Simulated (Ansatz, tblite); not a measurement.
# The cluster Al₂Cu₆: rung by rung

The task here is to estimate one member of a computed series from the others.

Computed with Ansatz 0.2.0, Gaussian basis. Level: as each input shows.

Levels to be run: GFN1-xTB, GFN2-xTB, PBE-D4/def2-TZVP, r2SCAN-D4/def2-TZVP, r2SCANh-D4/def2-TZVP, PBE-D4/def2-SVP, PBE0-D4/def2-SVP, HF/STO-3G, HF/6-31G, B3LYP-D4/6-31G, MP2/def2-SVP, RPA/def2-SVP.

9 further runs of the same task are left out: 7 that didn't finish, 2 set aside as unsound or not needed. Runs told in other sessions of the task aren't counted.

### The relaxed structure

The singlet was relaxed beforehand with r2SCAN-D4/def2-SVP. At that level it is the lowest of the isomers that a small search found.

8 atoms, charge 0, spin multiplicity 1.

Bond lengths: Al1–Cu3 2.361 Å, Al1–Cu4 2.427 Å, Al1–Cu6 2.397 Å, Al1–Cu7 2.338 Å, Al1–Cu8 2.554 Å, Al2–Cu4 2.580 Å, Al2–Cu5 2.314 Å, Al2–Cu6 2.416 Å, Al2–Cu8 2.703 Å, Cu3–Cu6 2.434 Å, Cu3–Cu7 2.452 Å, Cu3–Cu8 2.384 Å, Cu4–Cu5 2.333 Å, Cu4–Cu7 2.574 Å, Cu4–Cu8 2.355 Å, Cu6–Cu8 2.331 Å, Cu7–Cu8 2.378 Å. Angles: Cu3–Al1–Cu4 110.5°, Cu3–Al1–Cu6 61.5°, Cu3–Al1–Cu7 62.9°, Cu3–Al1–Cu8 57.9°, Cu4–Al1–Cu6 97.1°, Cu4–Al1–Cu7 65.4°, Cu4–Al1–Cu8 56.4°, Cu6–Al1–Cu7 108.7°, Cu6–Al1–Cu8 56.1°, Cu7–Al1–Cu8 58.0°, Cu4–Al2–Cu5 56.6°, Cu4–Al2–Cu6 92.7°, Cu4–Al2–Cu8 52.9°, Cu5–Al2–Cu6 148.2°, Cu5–Al2–Cu8 104.1°, Cu6–Al2–Cu8 53.8°, Al1–Cu3–Cu6 59.9°, Al1–Cu3–Cu7 58.1° and more.

No spin-orbit coupling is included.

PBE0-D4/def2-TZVP was run before; its log isn't repeated, and its numbers join the tables.

The first run:

Tight binding, by tblite at 300 K electronic temperature and without a spin-polarisation term:

```python
tblite.interface.Calculator('GFN1-xTB', numbers, positions, charge=0, uhf=0).singlepoint()
```

Tight binding, by tblite at 300 K electronic temperature and without a spin-polarisation term:

```python
tblite.interface.Calculator('GFN2-xTB', numbers, positions, charge=0, uhf=0).singlepoint()
```

start.molden holds the orbitals of an earlier run on this state, given as this run's starting guess.

Contents of in.yaml:

```yaml
crystal:
  periodic: [false, false, false]
  atoms:
    - {symbol: Al, position_ang: [-0.118738, 0.594540, 1.356070]}
    - {symbol: Al, position_ang: [0.407260, 1.267954, -1.578672]}
    - {symbol: Cu, position_ang: [1.459241, -1.102219, 1.811006]}
    - {symbol: Cu, position_ang: [-1.538284, -0.043812, -0.505561]}
    - {symbol: Cu, position_ang: [-1.786492, 1.427351, -2.298637]}
    - {symbol: Cu, position_ang: [1.955750, 0.612284, 0.156247]}
    - {symbol: Cu, position_ang: [-0.913553, -1.601989, 1.445891]}
    - {symbol: Cu, position_ang: [0.534796, -1.154108, -0.386354]}
basis:
  gaussian: {orbitals: def2-TZVP, initial_orbitals: start.molden}
hamiltonian: {xc: pbe, dispersion: d4}
scf: {omitted_lower_state_checks: [starts]}
output: {orbitals: {seedname: orbitals}}
```

Started as:

```bash
$ ansatz run in.yaml --threads 4 --pin off --events-out ev --progress --plain --max-ram 6963MiB
```

Steps of the session up to this table: PBE-D4/def2-TZVP; r2SCAN-D4/def2-TZVP; r2SCANh-D4/def2-TZVP; PBE-D4/def2-SVP; PBE0-D4/def2-SVP; HF/STO-3G; HF/6-31G; B3LYP-D4/6-31G; MP2/def2-SVP; RPA/def2-SVP.

One table of the session follows, with a row left open; its other results are not shown here.

It belongs to the step «Binding energy». 

```
               level  binding an atom (eV)
            HF/6-31G                 1.386
         HF/def2-SVP                 0.556
     PBE-D4/def2-SVP                 2.640
    PBE-D4/def2-TZVP                 2.199
 r2SCAN-D4/def2-TZVP                 2.229
r2SCANh-D4/def2-TZVP                 2.094
      B3LYP-D4/6-31G                 2.670
    PBE0-D4/def2-SVP                 2.220
   PBE0-D4/def2-TZVP                 1.903
        RPA/def2-SVP                     ?
        MP2/def2-SVP                 2.020
```

Estimate the missing values for RPA/def2-SVP.

**Answer.** binding an atom (eV): 1.670. In the column «binding an atom (eV)» it lies between HF/6-31G (1.386) and PBE0-D4/def2-TZVP (1.903).

Limits of these values: Free atoms were run apart at each level; binding is atoms less cluster, divided by the number of atoms, without zero-point or spin-orbit terms.
